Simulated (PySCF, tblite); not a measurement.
# C₅H₁₂BO₂P: geometry, infrared bands and NMR shifts

What infrared bands and NMR shifts should C₅H₁₂BO₂P (`C/C=C(/C)OB(P)OC`) show?

Computed with tblite 0.8.0 and PySCF 2.14.0, with density-fitted response routines of our own, on a single molecule in the gas phase. Atoms are numbered from 0 throughout.

## Step 1: The starting structure

21 atoms, charge 0, multiplicity 1; geometry from: force field or distance geometry start.

Bonds of the start (Å): C0–C1 1.49, C1–C2 1.34, C2–C3 1.49, C2–O4 1.35, O4–B5 1.45, B5–P6 1.95, B5–O7 1.47, O7–C8 1.40, C0–H9 1.11, C0–H10 1.11, C0–H11 1.10, C1–H12 1.09, C3–H13 1.13, C3–H14 1.09, C3–H15 1.11, P6–H16 1.44, P6–H17 1.43, C8–H18 1.11, C8–H19 1.10, C8–H20 1.13.

## Step 2: Geometry optimisation with GFN2-xTB

What the job is given:

```
{"job": {"kind": "relax", "xc": "GFN2-xTB", "basis": "xTB"}, "charge": 0, "multiplicity": 1}
C     -2.731900    -1.262800    -0.665100
C     -2.496500    -0.237300     0.395800
C     -1.313600     0.384400     0.447000
C     -1.135800     1.396700     1.521900
O     -0.395600     0.073200    -0.495300
B      1.052800     0.044100    -0.404700
P      1.967500    -0.139200    -2.121900
O      1.802500    -0.542300     0.720900
C      3.181400    -0.348100     0.550400
H     -1.960600    -1.129300    -1.451700
H     -3.712200    -1.118700    -1.154900
H     -2.582400    -2.256500    -0.206200
H     -3.233300     0.008400     1.167000
H     -1.510200     0.981900     2.508200
H     -0.119000     1.781300     1.626400
H     -1.780300     2.287100     1.353200
H      1.094300     0.379200    -3.137700
H      3.272200     0.440700    -2.103500
H      3.744400    -0.619400     1.465900
H      3.553600    -0.863800    -0.344100
H      3.293600     0.757300     0.327800
```

Command:

```bash
$ OMP_NUM_THREADS=1 python probes_run.py task.json out
```

This one command runs all jobs of the session in turn.

**Question.** This job is followed by: GFN2-xTB harmonic vibrations, gas phase; GIAO PBE0/pcSseg-1 NMR shielding, non-relativistic, gas phase. Predict these results of the whole session: strongest single infrared mode (GFN2-xTB); zero-point energy (GFN2-xTB); ¹³C shifts against TMS (PBE0/pcSseg-1); ¹H shifts against TMS (PBE0/pcSseg-1, means over atoms taken as alike); ¹⁷O shifts against H2O (PBE0/pcSseg-1); ¹¹B shifts against BF3·OEt2 (PBE0/pcSseg-1); ³¹P shifts against H3PO4 (PBE0/pcSseg-1).

The runs gave:

| quantity | value |
| --- | --- |
| strongest single infrared mode (GFN2-xTB) | 1302 cm⁻¹, 728 km/mol |
| zero-point energy (GFN2-xTB) | 102.9 kcal/mol |
| ¹³C shifts against TMS (PBE0/pcSseg-1) | 155.8, 113.6, 57.5, 24.1, 13.9 ppm |
| ¹H shifts against TMS (PBE0/pcSseg-1, means over atoms taken as alike) | 4.87, 3.92, 2.11, 1.75, 1.38 ppm |
| ¹⁷O shifts against H2O (PBE0/pcSseg-1) | 206.6, 135.8 ppm |
| ¹¹B shifts against BF3·OEt2 (PBE0/pcSseg-1) | 30.6 ppm |
| ³¹P shifts against H3PO4 (PBE0/pcSseg-1) | -274.1 ppm |

Over 114 steps the energy fell by 1.782 eV; of the close pairs, B5–O7 changed most, 1.474 to 1.349 Å. No mode is imaginary among the 57: a minimum at this level. The strongest single mode, at 1302 cm⁻¹, is carried by B5, O4, H12. GFN2-xTB is a fitted tight-binding method: band positions and strengths are rough. Its intensities can rank the bands wrongly. C2 (alkene carbon bearing oxygen) lies farthest downfield among carbon, at 155.8 ppm; an sp2 carbon further deshielded by the attached heteroatom. At PBE0/pcSseg-1: The largest span, 327 ppm, is at O7, where the paramagnetic term is -202 ppm.
